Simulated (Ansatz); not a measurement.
# FHInO radical: basis-set convergence

The task here is to estimate one member of a computed series from the others.

Computed with Ansatz 0.2.0, Gaussian basis. Level: one geometry, several basis sets.

Levels to be run: PBE0-D4/def2-SVP; ωB97M-V/def2-SVP; PBE0-D4/def2-QZVPP; ωB97M-V/def2-QZVPP; the functionals' def2-TZVPP values are taken from earlier runs.

**The relaxed structure**

An earlier PBE0-D4 in a triple-zeta def2 set relaxation fixed the geometry. In takes the def2 core potential; no spin-orbit term is included.

4 atoms, charge 0, spin multiplicity 2.

Atoms are counted from 1 here; the program's logs count them from 0.

Bond lengths: O1–In2 1.992 Å, In2–F3 1.943 Å, In2–H4 1.685 Å. Angles: O1–In2–F3 107.0°, O1–In2–H4 131.3°, F3–In2–H4 121.7°.

The first run:

in.yaml

```yaml
crystal:
  periodic: [false, false, false]
  atoms:
    - {symbol: O, position_ang: [-1.800062, -0.642436, 0.053059]}
    - {symbol: In, position_ang: [0.031544, 0.128620, -0.088916]}
    - {symbol: F, position_ang: [1.230292, -1.076367, 0.853095]}
    - {symbol: H, position_ang: [0.593726, 1.529884, -0.837539]}
basis:
  gaussian: {orbitals: def2-SVP}
magnetization: {spin_polarized: true, initial_magnetization: 1}
hamiltonian: {xc: pbe0, dispersion: d4}
output: {orbitals: {seedname: orbitals}}
```

Launch:

```sh
$ ansatz run in.yaml --threads 2 --pin off --events-out ev --progress --plain --max-ram 32768MiB --backend cpu
```

Steps of the session up to this table: PBE0-D4 in def2-SVP; ωB97M-V in def2-SVP; PBE0-D4 in def2-QZVPP; ωB97M-V in def2-QZVPP.

One table of the session follows, with a row left open; its other results are not shown here.

It belongs to the step «Density functionals: the series». 

```
functional       basis  HOMO (eV)  LUMO (eV)
   PBE0-D4    def2-SVP      -8.51      -3.77
   PBE0-D4  def2-TZVPP      -8.76      -3.99
   PBE0-D4  def2-QZVPP      -8.81      -4.03
   ωB97M-V    def2-SVP     -10.92      -1.44
   ωB97M-V  def2-TZVPP     -11.22      -1.77
   ωB97M-V  def2-QZVPP          ?          ?
```

Q: Estimate the row for ωB97M-V, def2-QZVPP from the others.

The run gave: HOMO (eV): -11.28; LUMO (eV): -1.84. In the column «HOMO (eV)» it is the lowest.
